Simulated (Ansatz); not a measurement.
# AlClH3NO: the cost of one run

Program: Ansatz 0.2.0. Level of theory: RKS PBE0/def2-SVP. These are calculated values, not measurements.

### Step 1. The structure to begin with

Bond lengths: N1–Al2 1.861 Å, Al2–O3 1.804 Å, Al2–Cl4 2.151 Å, N1–H5 1.101 Å, N1–H6 1.074 Å, O3–H7 1.005 Å. Angles: N1–Al2–O3 118.8°, N1–Al2–Cl4 122.5°, O3–Al2–Cl4 118.6°, Al2–N1–H5 107.1°, Al2–N1–H6 109.4°, H5–N1–H6 101.8°, Al2–O3–H7 107.5°.

As a file:

```xyz
7

N    -0.3301    1.3399    0.1859
Al    0.0941   -0.4180   -0.2547
O     1.7608   -1.0210    0.0794
Cl   -1.3234   -1.7567   -1.1629
H    -0.7111    1.8196   -0.7287
H    -1.1986    1.3503    0.8177
H     1.7695   -1.3821    1.0175
```

### Step 2. Relaxing end A

Input file input.yaml:

```yaml
crystal:
  periodic: [false, false, false]
  atoms:
    - { symbol: "N", position_ang: [-0.3301, 1.3399, 0.1859] }
    - { symbol: Al, position_ang: [0.0941, -0.418, -0.2547] }
    - { symbol: O, position_ang: [1.7608, -1.021, 0.0794] }
    - { symbol: Cl, position_ang: [-1.3234, -1.7567, -1.1629] }
    - { symbol: H, position_ang: [-0.7111, 1.8196, -0.7287] }
    - { symbol: H, position_ang: [-1.1986, 1.3503, 0.8177] }
    - { symbol: H, position_ang: [1.7695, -1.3821, 1.0175] }
basis:
  gaussian: { orbitals: def2-SVP }
hamiltonian:
  xc: pbe0
relax:
  f_tol: 0.02
  max_steps: 50
```

Command:

```console
$ ansatz run input.yaml --threads 1 --pin off --max-ram 2048MiB --backend cpu --events-out ev --progress --plain --runs-dir out
```

**Question.** How long does this run take on 1 thread of Arm Neoverse V1, shared host, and how much memory does it need?

About 47 s, with a peak of 0.15 GiB.
